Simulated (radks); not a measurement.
# Valence configurations of Sn

One table from this session's results is given with a row withheld; the runs are named, their logs left out.

The numbers are computed with radks (a radial shooting solver on a logarithmic mesh, Libxc functionals) version 1 (Dirac Kohn-Sham, PBEsol, spin-unpolarised, spherical densities, finite nucleus; open shells are shared between the two j in proportion to 2j + 1), except any that are marked as measured or tabulated.

## Starting point

| Item | Value |
| --- | --- |
| element | tin (Z = 50) |
| charge | 0 |
| electrons | 50 |
| configuration | [Kr] 4d10 5s2 5p2 |
| nuclear rms radius | 4.6519 fm |
| others tried | 4d9 5s2 5p3; 4d10 5s1 5p3; 4d8 5s2 5p4; 4d8 5s1 5p5; 4d9 5p5; 4d10 5p4; 4d10 5s1.5 5p2.5; 4d9 5s1 5p4; 4d9.5 5s2 5p2.5 |

Outer shells as boxes (Hund's rule):

Sn
```
[Kr] core
4d [↑↓][↑↓][↑↓][↑↓][↑↓]
5s [↑↓]
5p [↑ ][↑ ][  ]
```

Set-up of the first run:

The run's settings:

```text
Z 50
configuration [Kr] 4d10 5s2 5p2
relativity Dirac
functional pbe_sol,pbe_sol
spin unpolarised
j_filling average
nucleus finite rms 4.6519 fm
c 137.035999084
```

Among the steps run: [Kr] 4d10 5s2 5p2.

One of the session's tables, all rows but one given; the rest of the session is left out.

It belongs to the step «[Kr] 4d10 5s2 5p2». From the orbitals of this run (lengths in bohr):

| level | <r> | outermost maximum (interpolated) | 90 % within | nodes |
| --- | --- | --- | --- | --- |
| 4s1/2 | 0.8186 | 0.746 | 1.19 | 3 |
| 4p1/2 | ? | ? | ? | ? |
| 4p3/2 | 0.8956 | 0.796 | 1.32 | 2 |
| 4d3/2 | 1.091 | 0.882 | 1.70 | 1 |
| 4d5/2 | 1.106 | 0.891 | 1.73 | 1 |
| 5s1/2 | 2.394 | 2.01 | 3.56 | 4 |
| 5p1/2 | 3.125 | 2.48 | 4.81 | 3 |
| 5p3/2 | 3.280 | 2.59 | 5.06 | 3 |

**Question.** Estimate the row for 4p1/2.

As computed: <r>: 0.8657; outermost maximum (interpolated): 0.772; 90 % within: 1.27; nodes: 2. In the column «<r>» it lies between 4s1/2 (0.8186) and 4p3/2 (0.8956).
